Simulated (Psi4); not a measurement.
# KNH2 (SMILES [NH2][K]): MP2/def2-TZVP

Aim: the energy change on altering one bond length of KNH2 at MP2/def2-TZVP, from 2 runs. The job is set up through a QCSchema input.

Program for the calculation: Psi4 1.11.

2 further runs of the same task are left out: 2 set aside as unsound or not needed.

### Step 1. Starting point

KNH2 has 4 atoms, charge 0, and is taken as a singlet. As SMILES, `[NH2][K]`. Geometry: relaxed at PBE0-D4/def2-TZVP.

Bond lengths: N1–K2 2.387 Å, N1–H3 1.018 Å, N1–H4 1.018 Å. Angles: K2–N1–H3 128.4°, K2–N1–H4 128.4°, H3–N1–H4 103.1°.

### Step 2. The energy at MP2/def2-TZVP

h2kn.json reads:

```json
{
 "schema_name": "qcschema_input",
 "schema_version": 1,
 "molecule": {
  "schema_name": "qcschema_molecule",
  "schema_version": 2,
  "symbols": ["N", "K", "H", "H"],
  "geometry": [-0.41366105, 0.06708528, -0.28931707, 3.33026435, -0.74530798, 2.09211579, -2.1707284, -0.67595503, -0.04478651, -0.64118407, 1.24041623, -1.79637365],
  "molecular_charge": 0,
  "molecular_multiplicity": 1,
  "fix_symmetry": "c1",
  "fix_com": true,
  "fix_orientation": true
 },
 "driver": "energy",
 "model": {
  "method": "mp2",
  "basis": "def2-TZVP"
 },
 "keywords": {
  "reference": "rhf",
  "puream": true,
  "e_convergence": 1e-09,
  "d_convergence": 1e-08,
  "scf_type": "pk",
  "num_frozen_docc": 6,
  "mp2_type": "conv"
 }
}
```

Command:

```
$ psi4 --qcschema h2kn.json -n 1 --memory 1600MB
```

stdout:

```text
[...]
                   'protocols': {'error_correction': {'default_policy': True, 'policies': None},
                                 'native_files': 'none',
[...]
  Running in c1 symmetry.
[...]
  Nuclear repulsion =   43.533290813880328
[...]
  Multiplicity = 1
[...]
  Nalpha       = 14
  Nbeta        = 14
[...]
    Number of basis functions: 76
[...]
   @RHF iter   1:  -654.55820324380852   -5.91223e-01   8.65650e-03 DIIS/ADIIS
[...]
   @RHF iter  11:  -654.76194893000650   -4.54747e-13   2.99628e-09 DIIS
[...]
    Orbital Energies [Eh]
    ---------------------
    Doubly Occupied:
       1A   -133.491445     2A    -15.385070     3A    -14.448014
       4A    -11.477832     5A    -11.477727     6A    -11.477401
       7A     -1.708858     8A     -0.958811     9A     -0.920243
      10A     -0.919064    11A     -0.898440    12A     -0.474755
      13A     -0.342076    14A     -0.239400
[...]
  @RHF Final Energy:  -654.76194893000650
   => Energetics <=
    Nuclear Repulsion Energy =             43.5332908138803276
    One-Electron Energy =                -988.1522065453306141
    Two-Electron Energy =                 289.8569668014438889
    Total Energy =                       -654.7619489300063833
[...]
 Multipole Moments:
 ------------------------------------------------------------------------------------
     Multipole            Electronic (a.u.)      Nuclear  (a.u.)        Total (a.u.)
 ------------------------------------------------------------------------------------
 L = 1.  Multiply by 2.5417464519 to convert [e a0] to [Debye]
 Dipole X            :        -55.0011805           57.5674828            2.5663024
 Dipole Y            :         12.5698261          -13.1267935           -0.5569674
 Dipole Z            :        -34.2514401           35.8838204            1.6323802
 Magnitude           :                                                    3.0920520
[...]
	SCS-MP2 Total Energy (a.u.)        :  -655.14706647602986
	SOS-MP2 Total Energy (a.u.)        :  -655.11315051446343
	SCSN-MP2 Total Energy (a.u.)       :  -654.94102520707759
[...]
	SOS-PI-MP2 Total Energy (a.u.)     :  -655.17168411187299
[...]
	MP2 Total Energy (a.u.)            :  -655.15636480175351
[...]
```

The result, in JSON:

```text
{
 "driver": "energy",
 "model": {
  "method": "mp2",
  "basis": "def2-TZVP"
 },
 "success": true,
 "return_result": -655.1563648017535,
 "properties": {
  "calcinfo_nbasis": 76,
  "calcinfo_nmo": 76,
  "calcinfo_nalpha": 14,
  "calcinfo_nbeta": 14,
  "calcinfo_natom": 4,
  "nuclear_repulsion_energy": 43.53329081388033,
  "return_energy": -655.1563648017535,
  "scf_one_electron_energy": -988.1522065453306,
  "scf_two_electron_energy": 289.8569668014439,
  "scf_dipole_moment": [2.566302378658378, -0.5569673639053132, 1.6323802382957098],
  "scf_total_energy": -654.7619489300065,
  "scf_iterations": 11,
  "mp2_same_spin_correlation_energy": -0.10174788469949113,
  "mp2_opposite_spin_correlation_energy": -0.29266798704747016,
  "mp2_singles_energy": 0.0,
  "mp2_doubles_energy": -0.3944158717469613,
  "mp2_correlation_energy": -0.39441587174701453,
  "mp2_total_energy": -655.1563648017535
 }
}
```

It took 3.6 s on 1 thread of Intel Xeon Platinum 8488C (Sapphire Rapids), shared host; peak memory 0.33 GiB.

### Step 3. The distorted shape

h2kn.json reads:

```json
{
  "schema_name": "qcschema_input",
  "schema_version": 1,
  "molecule": {
    "schema_name": "qcschema_molecule",
    "schema_version": 2,
    "symbols": ["N", "K", "H", "H"],
    "geometry": [-0.34540603, -0.28490834, 0.16279235, 3.39851937, -1.0973016, 2.54422521, -2.10247338, -1.02794865, 0.40732291, -0.64118407, 1.24041623, -1.79637365],
    "molecular_charge": 0,
    "molecular_multiplicity": 1,
    "fix_symmetry": "c1"
  },
  "driver": "energy",
  "model": {
    "method": "mp2",
    "basis": "def2-TZVP"
  },
  "keywords": {
    "puream": true,
    "e_convergence": 1e-09,
    "d_convergence": 1e-08,
    "scf_type": "pk",
    "num_frozen_docc": 6,
    "mp2_type": "conv"
  }
}
```

Command:

```
$ psi4 --qcschema h2kn.json -n 1 --memory 1600MB
```

stdout:

```text
[...]
                   'protocols': {'error_correction': {'default_policy': True, 'policies': None},
                                 'native_files': 'none',
[...]
  Running in c1 symmetry.
[...]
  Nuclear repulsion =   42.410471162079020
[...]
  Multiplicity = 1
[...]
  Nalpha       = 14
  Nbeta        = 14
[...]
    Number of basis functions: 76
[...]
   @RHF iter   1:  -654.49200227811025   -6.81225e-01   8.73352e-03 ADIIS/DIIS
[...]
   @RHF iter  12:  -654.71592439938263   -1.13687e-12   3.82797e-09 DIIS
[...]
    Orbital Energies [Eh]
    ---------------------
    Doubly Occupied:
       1A   -133.498220     2A    -15.424086     3A    -14.454784
       4A    -11.484621     5A    -11.484521     6A    -11.484205
       7A     -1.715453     8A     -0.944820     9A     -0.926571
      10A     -0.925465    11A     -0.886636    12A     -0.433145
      13A     -0.329817    14A     -0.248951
[...]
  @RHF Final Energy:  -654.71592439938263
   => Energetics <=
    Nuclear Repulsion Energy =             42.4104711620790198
    One-Electron Energy =                -985.7702014314991175
    Two-Electron Energy =                 288.6438058700374540
    Total Energy =                       -654.7159243993826294
[...]
 Multipole Moments:
 ------------------------------------------------------------------------------------
     Multipole            Electronic (a.u.)      Nuclear  (a.u.)        Total (a.u.)
 ------------------------------------------------------------------------------------
 L = 1.  Multiply by 2.5417464519 to convert [e a0] to [Debye]
 Dipole X            :          6.7734598           -4.1531562            2.6203036
 Dipole Y            :         -1.7717857            1.0651519           -0.7066338
 Dipole Z            :          4.6746838           -2.8407549            1.8339289
 Magnitude           :                                                    3.2754568
[...]
	SCS-MP2 Total Energy (a.u.)        :  -655.10771732651017
	SOS-MP2 Total Energy (a.u.)        :  -655.07374054948707
	SCSN-MP2 Total Energy (a.u.)       :  -654.89532178206446
[...]
	SOS-PI-MP2 Total Energy (a.u.)     :  -655.13337657450450
[...]
	MP2 Total Energy (a.u.)            :  -655.11603485553894
[...]
```

The result, in JSON:

```text
{
 "driver": "energy",
 "model": {
  "method": "mp2",
  "basis": "def2-TZVP"
 },
 "success": true,
 "return_result": -655.1160348555389,
 "properties": {
  "calcinfo_nbasis": 76,
  "calcinfo_nmo": 76,
  "calcinfo_nalpha": 14,
  "calcinfo_nbeta": 14,
  "calcinfo_natom": 4,
  "nuclear_repulsion_energy": 42.41047116207902,
  "return_energy": -655.1160348555389,
  "scf_one_electron_energy": -985.7702014314991,
  "scf_two_electron_energy": 288.64380587003745,
  "scf_dipole_moment": [2.6203036214469817, -0.7066337868305912, 1.8339288557455946],
  "scf_total_energy": -654.7159243993826,
  "scf_iterations": 12,
  "mp2_same_spin_correlation_energy": -0.10193033106924163,
  "mp2_opposite_spin_correlation_energy": -0.29818012508702824,
  "mp2_singles_energy": 0.0,
  "mp2_doubles_energy": -0.4001104561562699,
  "mp2_correlation_energy": -0.40011045615631247,
  "mp2_total_energy": -655.1160348555389
 }
}
```

Run time: 3.6 s. Hardware: 1 thread of Intel Xeon Platinum 8488C (Sapphire Rapids), shared host; peak memory 0.33 GiB.

### Step 4. Results

At MP2/def2-TZVP, 6 core orbitals frozen:

```
                                                         quantity          value
                                        first shape: total energy  -655.15636 Eh
                 first shape: HOMO energy (Hartree–Fock orbitals)       -6.51 eV
                 first shape: LUMO energy (Hartree–Fock orbitals)        0.10 eV
               first shape: HOMO–LUMO gap (Hartree–Fock orbitals)        6.61 eV
         first shape: correlation energy (6 core orbitals frozen)     -394.4 mEh
                                    distorted shape: total energy  -655.11603 Eh
             distorted shape: HOMO energy (Hartree–Fock orbitals)       -6.77 eV
             distorted shape: LUMO energy (Hartree–Fock orbitals)        0.04 eV
           distorted shape: HOMO–LUMO gap (Hartree–Fock orbitals)        6.82 eV
     distorted shape: correlation energy (6 core orbitals frozen)     -400.1 mEh
energy change with the N1–H4 bond stretched from 1.018 to 1.323 Å       1.097 eV
```

With the N1–H4 bond stretched from 1.018 to 1.323 Å the energy rises by 1.10 eV (106 kJ/mol). The first shape isn't relaxed at this level, so the change isn't measured from a minimum.
